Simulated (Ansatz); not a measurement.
**CH₆F₂O₂Si₂: taking an electron away**

How much energy removes an electron from CH₆F₂O₂Si₂ at fixed geometry? The cation is run at each level and the neutral's energy taken from earlier runs.

Computed with Ansatz 0.2.0, Gaussian basis. Level: unrestricted cation, the program's frozen cores in correlated methods.

Plan: UKS PBE-D4/def2-TZVPP; UKS r2SCAN-D4/def2-TZVPP; UKS PBE0-D4/def2-TZVPP; UKS B3LYP-D4/def2-TZVPP; UKS wB97X-V/def2-TZVPP; UKS wB97M-V/def2-TZVPP; UKS B2PLYP/def2-TZVPP; UHF-CCSD(T)/def2-TZVPP; UHF-MP2/def2-QZVPP; extrapolation to the limit; then −ε(HOMO) from the neutral's earlier runs with LDA (SPW92), PBE-D4, revPBE-D4, BLYP-D4, r2SCAN-D4, B97M-V, PBE0-D4, B3LYP-D4, r2SCANh-D4, r2SCAN0-D4, HSE06-D4, BHLYP-D4, CAM-B3LYP-D4, LC-ωPBE, ωB97X-V, ωB97M-V.

### 1 The relaxed structure

The geometry comes from an earlier relaxation with PBE0-D4/def2-TZVP; it is a stationary point, not always the lowest conformer.

13 atoms, charge 0, spin multiplicity 1.

Atoms are counted from 1 here; the program's logs count them from 0.

Bond lengths: O1–Si2 1.635 Å, O1–H8 0.959 Å, Si2–O3 1.646 Å, Si2–C4 1.863 Å, Si2–H9 1.487 Å, O3–H10 0.959 Å, C4–Si5 1.838 Å, C4–H11 1.095 Å, C4–H12 1.096 Å, Si5–F6 1.590 Å, Si5–F7 1.599 Å, Si5–H13 1.475 Å. Angles: Si2–O1–H8 117.6°, O1–Si2–O3 107.7°, O1–Si2–C4 106.1°, O1–Si2–H9 112.1°, O3–Si2–C4 111.8°, O3–Si2–H9 108.7°, C4–Si2–H9 110.3°, Si2–O3–H10 117.2°, Si2–C4–Si5 113.5°, Si2–C4–H11 109.3°, Si2–C4–H12 108.5°, Si5–C4–H11 109.5°, Si5–C4–H12 108.5°, H11–C4–H12 107.3°, C4–Si5–F6 111.1°, C4–Si5–F7 109.1°, C4–Si5–H13 115.0°, F6–Si5–F7 105.9° and more.

### 2 Cation, UKS PBE-D4/def2-TZVPP

File in.yaml:

```yaml
crystal:
  periodic: [false, false, false]
  atoms:
    - {symbol: O, position_ang: [-1.032357, 0.349896, 2.313891]}
    - {symbol: Si, position_ang: [-0.537575, -0.471584, 0.989423]}
    - {symbol: O, position_ang: [0.973894, -1.049281, 1.293072]}
    - {symbol: C, position_ang: [-0.541366, 0.755631, -0.412521]}
    - {symbol: Si, position_ang: [0.785396, 0.459243, -1.649214]}
    - {symbol: F, position_ang: [0.390599, 1.062950, -3.066557]}
    - {symbol: F, position_ang: [0.950673, -1.115248, -1.873418]}
    - {symbol: H, position_ang: [-0.985960, -0.100678, 3.158635]}
    - {symbol: H, position_ang: [-1.432589, -1.617234, 0.675446]}
    - {symbol: H, position_ang: [1.267988, -1.801273, 0.775582]}
    - {symbol: H, position_ang: [-1.516985, 0.734046, -0.909785]}
    - {symbol: H, position_ang: [-0.409703, 1.760308, 0.004918]}
    - {symbol: H, position_ang: [2.108481, 0.998524, -1.284674]}
basis:
  gaussian: {orbitals: def2-TZVPP}
total_charge: 1
magnetization: {spin_polarized: true, initial_magnetization: 1}
hamiltonian: {xc: pbe, dispersion: d4}
```

The runs that follow: Cation, UKS r2SCAN-D4/def2-TZVPP; Cation, UKS PBE0-D4/def2-TZVPP; Cation, UKS B3LYP-D4/def2-TZVPP; Cation, UKS wB97X-V/def2-TZVPP; Cation, UKS wB97M-V/def2-TZVPP; Cation, UKS B2PLYP (frozen core)/def2-TZVPP; Cation, UHF-CCSD(T)/def2-TZVPP; Cation, UHF-MP2/def2-QZVPP.

Q: Predict the results of all the runs planned. Wanted: ionisation energy, CCSD(T)/CBS; nearest functional by difference; nearest −ε(HOMO); −ε(HOMO) of PBE; T1 of the cation.

The runs gave:

| quantity | value |
| --- | --- |
| ionisation energy, CCSD(T)/CBS | 11.29 eV |
| nearest functional by difference | ωB97X-V (-0.29 eV) |
| nearest −ε(HOMO) | LC-ωPBE (+0.09 eV) |
| −ε(HOMO) of PBE | 7.15 eV |
| T1 of the cation | 0.038 |

In words: By cation minus neutral, the functionals miss by 1.25 eV at most. −ε(HOMO) of PBE misses by 4.1 eV, since self-interaction lifts the level. Among orbital estimates LC-ωPBE comes nearest. Hartree-Fock falls 0.56 eV short, as the neutral has more correlation energy than the cation. The cation's T1 (from the report) is 0.038, near the customary mark of 0.045 for open shells, so the coupled-cluster value is less safe.
